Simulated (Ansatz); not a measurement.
**CH3FOSi: one molecule under many settings**

How do the results and run time of CH3FOSi respond when the settings are drawn wide?

Program: Ansatz 0.2.0, Gaussian basis. Level of theory: the settings change from run to run. These are calculated values, not measurements.

### Step 1. The molecule

The geometry comes from an earlier relaxation with PBE0-D4 in a triple-zeta def2 set; it is a stationary point, not always the lowest conformer.

SMILES `F[SiH]1CO1`, 7 atoms, charge 0, spin multiplicity 1.

Atoms are counted from 1 here; the program's logs count them from 0.

Bond lengths: F1–Si2 1.584 Å, Si2–C3 1.790 Å, Si2–O4 1.634 Å, Si2–H5 1.469 Å, C3–O4 1.505 Å, C3–H6 1.087 Å, C3–H7 1.088 Å. Angles: F1–Si2–C3 121.7°, F1–Si2–O4 118.1°, F1–Si2–H5 107.5°, C3–Si2–O4 51.9°, C3–Si2–H5 127.6°, O4–Si2–H5 119.1°, Si2–C3–O4 58.7°, Si2–C3–H6 123.7°, Si2–C3–H7 121.1°, O4–C3–H6 112.3°, O4–C3–H7 111.8°, H6–C3–H7 113.5°, Si2–O4–C3 69.4°.

As a file:

```xyz
7
CH3FOSi
F    -2.1054   -0.0219    0.2995
Si   -0.7029    0.1174   -0.4239
C     0.8374    0.0193    0.4820
O     0.3368   -1.1406   -0.3351
H    -0.9382    0.7600   -1.7242
H     1.7823    0.4086    0.1108
H     0.8512   -0.2107    1.5451
```

### Step 2. HSE06/aug-cc-pVDZ

Options: D3(BJ) dispersion.

Contents of in.yaml:

```yaml
crystal:
  periodic: [false, false, false]
  atoms:
    - {symbol: F, position_ang: [-2.105360, -0.021946, 0.299545]}
    - {symbol: Si, position_ang: [-0.702870, 0.117398, -0.423880]}
    - {symbol: C, position_ang: [0.837403, 0.019343, 0.481968]}
    - {symbol: O, position_ang: [0.336768, -1.140574, -0.335143]}
    - {symbol: H, position_ang: [-0.938247, 0.760002, -1.724151]}
    - {symbol: H, position_ang: [1.782307, 0.408566, 0.110753]}
    - {symbol: H, position_ang: [0.851198, -0.210688, 1.545109]}
basis:
  gaussian: {orbitals: aug-cc-pVDZ}
hamiltonian: {xc: {name: HSE06}, dispersion: d3bj}
output: {forces: true}
```

Run with:

```console
> ansatz run in.yaml --threads 2 --pin off --events-out ev --progress --plain --max-ram 4352MiB
```

Output:

```text
Functional definition: HSE06
  name "HSE06"
  cite "Heyd, Scuseria & Ernzerhof, J. Chem. Phys. 118, 8207 (2003) doi:10.1063/1.1564060"
  cite "Krukau, Vydrov, Izmaylov & Scuseria, J. Chem. Phys. 125, 224106 (2006) doi:10.1063/1.2404663"
  cite "Heyd & Scuseria, J. Chem. Phys. 120, 7274 (2004) doi:10.1063/1.1668634"
  cite "Ernzerhof & Perdew, J. Chem. Phys. 109, 3313 (1998) doi:10.1063/1.476928"
  cite "Perdew, Burke & Ernzerhof, Phys. Rev. Lett. 77, 3865 (1996) doi:10.1103/PhysRevLett.77.3865"
  parent pbe
  parameter a = 0.25
  parameter omega = 0.11/bohr
  # The whole range is PBE's own exchange, as in plane waves. The composition of these papers is wPBEh.
  exchange = pbe_x - a*pbe_x_sr(omega) + a*exact_x_sr(omega)
  correlation = pbe_c
1197 factors; integrals over basis functions are off by at most 7.6e-4 eV
172 factors; integrals over basis functions are off by at most 8.3e-7 eV
mean field evaluation 1: about -13711.6578 eV, gradient 5.9e1 eV
mean field evaluation 2: about -13693.5048 eV, gradient 1.1e2 eV
mean field evaluation 4: about -13718.7746 eV, gradient 7.7e0 eV
mean field evaluation 8: about -13718.9180 eV, gradient 2.7e-1 eV
mean field evaluation 16: about -13718.9182 eV, gradient 2.6e-5 eV
mean field -13718.91820655 eV, -504.1609450740 hartree, gradient 2.6e-5 eV, S^2 0.000000; 0 other end points of the search recorded, 0 dependent functions left out
the calculation of the forces begins
reference -13718.91826382 eV, -504.1609471785 hartree; 20, 20 occupied and 103, 103 virtual orbitals, 1197 factors
Total energy: -13718.98763626 eV, -504.1634965689 hartree
Atom 0 at    -2.105360    -0.021946     0.299545 Å, force    -1.479015    -0.167842     0.786382 eV/Å
Atom 1 at    -0.702870     0.117398    -0.423880 Å, force     0.227876     1.278430    -0.913186 eV/Å
Atom 2 at     0.837403     0.019343     0.481968 Å, force     0.224545    -0.047622     0.132340 eV/Å
Atom 3 at     0.336768    -1.140574    -0.335143 Å, force     0.910826    -1.198340     0.048371 eV/Å
Atom 4 at    -0.938247     0.760002    -1.724151 Å, force    -0.028699     0.076372    -0.172628 eV/Å
Atom 5 at     1.782307     0.408566     0.110753 Å, force     0.182462     0.102573    -0.109593 eV/Å
Atom 6 at     0.851198    -0.210688     1.545109 Å, force    -0.037996    -0.043570     0.228315 eV/Å
Dipole moment:     0.108417     0.368955    -0.052301 e Å
```

Wall time 2.7 s (2 threads of Arm Neoverse V2, shared host); peak memory 0.27 GiB.

Largest force 1.683 eV/Å, dipole 1.86 D.

### Step 3. B97/def2-TZVP

Options: charge +1, multiplicity 2, restricted open-shell orbitals.

in.yaml: that of step 2 with these lines changed.

```diff
@@ -11,4 +11,6 @@
 basis:
-  gaussian: {orbitals: aug-cc-pVDZ}
-hamiltonian: {xc: {name: HSE06}, dispersion: d3bj}
+  gaussian: {orbitals: def2-TZVP}
+total_charge: 1
+magnetization: {spin_polarized: false, initial_magnetization: 1}
+hamiltonian: {xc: {name: B97}}
 output: {forces: true}
```

Launched as before.

Output:

```text
Functional definition: B97
  name "B97"
  cite "Becke, J. Chem. Phys. 107, 8554 (1997) doi:10.1063/1.475007"
  parameter cx = 0.1943
  parameter cx0 = 0.8094
  parameter cx1 = 0.5073
  parameter cx2 = 0.7481
  parameter css0 = 0.1737
  parameter css1 = 2.3487
  parameter css2 = -2.4868
  parameter cos0 = 0.9454
  parameter cos1 = 0.7471
  parameter cos2 = -4.5961
  exchange = spin_sum(e_x_unif_s*poly(b97_u_x, cx0, cx1, cx2)) + cx*exact_x
  correlation = spin_sum(e_c_pw_same_spin*poly(b97_u_same, css0, css1, css2))
      + integral(e_c_pw_opposite_spin*poly(b97_u_opposite, cos0, cos1, cos2))
880 factors; their error is unknown
mean field evaluation 1: about -13700.0129 eV, gradient 9.7e1 eV
mean field evaluation 2: about -13611.5416 eV, gradient 2.1e2 eV
mean field evaluation 4: about -13712.5893 eV, gradient 4.8e1 eV
mean field evaluation 8: about -13717.8351 eV, gradient 7.5e-1 eV
mean field evaluation 16: about -13717.8655 eV, gradient 1.4e-3 eV
mean field evaluation 32: about -13717.3103 eV, gradient 1.0e1 eV
mean field evaluation 64: about -13716.6521 eV, gradient 7.3e0 eV
mean field -13717.86546541 eV, -504.1222575508 hartree, gradient 2.1e-5 eV, S^2 0.750000; 4 other end points of the search recorded, 0 dependent functions left out
the calculation of the forces begins
reference -13717.86548628 eV, -504.1222583177 hartree; 20, 19 occupied and 128, 129 virtual orbitals, 880 factors
Total energy: -13717.86548628 eV, -504.1222583177 hartree
Atom 0 at    -2.105360    -0.021946     0.299545 Å, force     1.313929     0.172209    -0.082094 eV/Å
Atom 1 at    -0.702870     0.117398    -0.423880 Å, force    -5.481298    -0.172253    -2.703421 eV/Å
Atom 2 at     0.837403     0.019343     0.481968 Å, force     3.707404    -3.416744     1.081945 eV/Å
Atom 3 at     0.336768    -1.140574    -0.335143 Å, force     0.703462     2.076593     1.602081 eV/Å
Atom 4 at    -0.938247     0.760002    -1.724151 Å, force     0.389740     0.291730     0.207816 eV/Å
Atom 5 at     1.782307     0.408566     0.110753 Å, force    -0.162142     0.763457    -0.411115 eV/Å
Atom 6 at     0.851198    -0.210688     1.545109 Å, force    -0.471094     0.285008     0.304787 eV/Å
Dipole moment:     0.674186     0.454044     0.003737 e Å
```

It took 14 s on 2 threads of Arm Neoverse V2, shared host; peak memory 0.49 GiB.

Largest force 6.114 eV/Å.

### Step 4. r2SCAN/aug-cc-pVDZ

Set apart from the defaults: atoms shaken by 0.03 Å, D4 dispersion.

Contents of in.yaml:

```yaml
crystal:
  periodic: [false, false, false]
  atoms:
    - {symbol: F, position_ang: [-2.075520, -0.023348, 0.362427]}
    - {symbol: Si, position_ang: [-0.709725, 0.111368, -0.450064]}
    - {symbol: C, position_ang: [0.858695, 0.037241, 0.538232]}
    - {symbol: O, position_ang: [0.362833, -1.145320, -0.382366]}
    - {symbol: H, position_ang: [-0.924229, 0.733589, -1.719375]}
    - {symbol: H, position_ang: [1.784329, 0.396969, 0.113029]}
    - {symbol: H, position_ang: [0.836105, -0.245527, 1.603337]}
basis:
  gaussian: {orbitals: aug-cc-pVDZ}
hamiltonian: {xc: {name: r2SCAN}, dispersion: d4}
```

Launched as before.

Output:

```text
Functional definition: r2SCAN
  name "r2SCAN"
  cite "Furness, Kaplan, Ning, Perdew & Sun, J. Phys. Chem. Lett. 11, 8208 (2020) doi:10.1021/acs.jpclett.0c02405"
  cite "Furness, Kaplan, Ning, Perdew & Sun, J. Phys. Chem. Lett. 11, 9248 (2020) doi:10.1021/acs.jpclett.0c03077"
  parent r2scan
  parameter k0 = 0.174
  parameter k1 = 0.065
  parameter a1 = 4.9479
  exchange = r2scan_x(k0 = k0, k1 = k1, a1 = a1)
  correlation = r2scan_c
1104 factors; their error is unknown
mean field evaluation 1: about -13717.1693 eV, gradient 6.2e1 eV
mean field evaluation 2: about -13683.8229 eV, gradient 1.4e2 eV
mean field evaluation 4: about -13724.9596 eV, gradient 1.3e1 eV
mean field evaluation 8: about -13725.2782 eV, gradient 5.7e-2 eV
mean field evaluation 16: about -13725.2275 eV, gradient 4.7e-5 eV
mean field -13725.22749650 eV, -504.3928072032 hartree, gradient 4.7e-5 eV, S^2 0.000000; 0 other end points of the search recorded, 0 dependent functions left out
reference -13725.22751555 eV, -504.3928079032 hartree; 20, 20 occupied and 103, 103 virtual orbitals, 1104 factors
Total energy: -13725.25380382 eV, -504.3937739792 hartree
```

It took 2.5 s on 2 threads of Arm Neoverse V2, shared host.

### Step 5. LC-wPBE/ANO-RCC-VTZP

This run has density fitting with cc-pVTZ-jkfit.

Contents of in.yaml:

```yaml
crystal:
  periodic: [false, false, false]
  atoms:
    - {symbol: F, position_ang: [-2.105360, -0.021946, 0.299545]}
    - {symbol: Si, position_ang: [-0.702870, 0.117398, -0.423880]}
    - {symbol: C, position_ang: [0.837403, 0.019343, 0.481968]}
    - {symbol: O, position_ang: [0.336768, -1.140574, -0.335143]}
    - {symbol: H, position_ang: [-0.938247, 0.760002, -1.724151]}
    - {symbol: H, position_ang: [1.782307, 0.408566, 0.110753]}
    - {symbol: H, position_ang: [0.851198, -0.210688, 1.545109]}
basis:
  gaussian: {orbitals: ANO-RCC-VTZP, fitting: {mean_field: cc-pVTZ-jkfit}}
hamiltonian: {xc: {name: LC-wPBE}}
```

Same command.

Output:

```text
Functional definition: LC-wPBE
  name "LC-wPBE"
  cite "Vydrov & Scuseria, J. Chem. Phys. 125, 234109 (2006) doi:10.1063/1.2409292"
  cite "Heyd & Scuseria, J. Chem. Phys. 120, 7274 (2004) doi:10.1063/1.1668634"
  cite "Ernzerhof & Perdew, J. Chem. Phys. 109, 3313 (1998) doi:10.1063/1.476928"
  cite "Perdew, Burke & Ernzerhof, Phys. Rev. Lett. 77, 3865 (1996) doi:10.1103/PhysRevLett.77.3865"
  parent pbe
  parameter omega = 0.4/bohr
  exchange = pbe_x_sr(omega) + exact_x_lr(omega)
  correlation = pbe_c
448 factors; integrals over basis functions are off by at most 4.4e-1 eV
448 factors; integrals over basis functions are off by at most 7.6e-3 eV
mean field evaluation 1: about -13741.5119 eV, gradient 5.4e1 eV
mean field evaluation 2: about -13740.3708 eV, gradient 6.4e1 eV
mean field evaluation 4: about -13746.5942 eV, gradient 2.8e0 eV
mean field evaluation 8: about -13746.6111 eV, gradient 3.9e-2 eV
mean field -13746.61115225 eV, -505.1786420574 hartree, gradient 3.3e-5 eV, S^2 0.000000; 0 other end points of the search recorded, 0 dependent functions left out
reference -13746.61115226 eV, -505.1786420577 hartree; 20, 20 occupied and 146, 146 virtual orbitals, 448 factors
Total energy: -13746.61115226 eV, -505.1786420577 hartree
Relativity: scalar
```

It took 2.7 s on 2 threads of Arm Neoverse V2, shared host; peak memory 0.27 GiB.

### Step 6. MP2/def2-SVPD

Options: charge -1, multiplicity 2, density fitting with cc-pVTZ-jkfit, finite nuclei.

in.yaml: that of step 5 with these lines changed.

```diff
@@ -11,3 +11,7 @@
 basis:
-  gaussian: {orbitals: ANO-RCC-VTZP, fitting: {mean_field: cc-pVTZ-jkfit}}
-hamiltonian: {xc: {name: LC-wPBE}}
+  gaussian: {orbitals: def2-SVPD, fitting: {mean_field: cc-pVTZ-jkfit}, nuclear_model: gaussian}
+total_charge: -1
+magnetization: {spin_polarized: true, initial_magnetization: 1}
+hamiltonian: {xc: {name: HF}}
+correlation: {method: mp2}
+output: {forces: true}
```

Same command.

Output:

```text
Functional definition: HF
  name "HF"
  cite "Fock, Z. Phys. 61, 126 (1930) doi:10.1007/BF01340294"
  parent pbe
  exchange = exact_x
  correlation = 0
448 factors; integrals over basis functions are off by at most 2.2e-1 eV
mean field evaluation 1: about -13672.6695 eV, gradient 1.9e1 eV
mean field evaluation 2: about -13674.6370 eV, gradient 7.1e0 eV
mean field evaluation 4: about -13674.9805 eV, gradient 1.2e0 eV
mean field evaluation 8: about -13675.0781 eV, gradient 9.6e-2 eV
mean field evaluation 16: about -13675.0601 eV, gradient 1.3e0 eV
mean field evaluation 32: about -13674.9307 eV, gradient 3.4e0 eV
mean field evaluation 64: about -13675.0783 eV, gradient 2.0e-3 eV
mean field -13675.07834390 eV, -502.5498598375 hartree, gradient 2.5e-6 eV, S^2 0.752116; 11 other end points of the search recorded, 0 dependent functions left out
8 core orbitals not correlated: weight in the atoms' cores, before any rotation towards them, 1.000 or more for the frozen orbitals, at most 0.000 for the correlated occupied ones
reference -13675.07834390 eV, -502.5498598375 hartree; 13, 12 occupied and 93, 94 virtual orbitals, 448 factors
second order -17.39644946 eV of doubles, -0.00000000 eV of singles
the calculation of the forces begins
Total energy: -13692.47479336 eV, -503.1891675634 hartree
Atom 0 at    -2.105360    -0.021946     0.299545 Å, force    -2.375808    -1.128427     0.958519 eV/Å
Atom 1 at    -0.702870     0.117398    -0.423880 Å, force     0.430975     4.467662    -0.812468 eV/Å
Atom 2 at     0.837403     0.019343     0.481968 Å, force     0.726739    -0.012354     0.413661 eV/Å
Atom 3 at     0.336768    -1.140574    -0.335143 Å, force     0.808675    -2.674450    -0.459390 eV/Å
Atom 4 at    -0.938247     0.760002    -1.724151 Å, force     0.029335    -0.789661    -0.389113 eV/Å
Atom 5 at     1.782307     0.408566     0.110753 Å, force     0.341936     0.178440    -0.133702 eV/Å
Atom 6 at     0.851198    -0.210688     1.545109 Å, force     0.038149    -0.041210     0.422494 eV/Å
Dipole moment:    -0.039840    -0.700468    -0.306921 e Å
```

Run time: 4.2 s. Hardware: 2 threads of Arm Neoverse V2, shared host.

Largest force 4.561 eV/Å, ⟨S²⟩ 0.752.

(Part 1 of 2 ends here.)
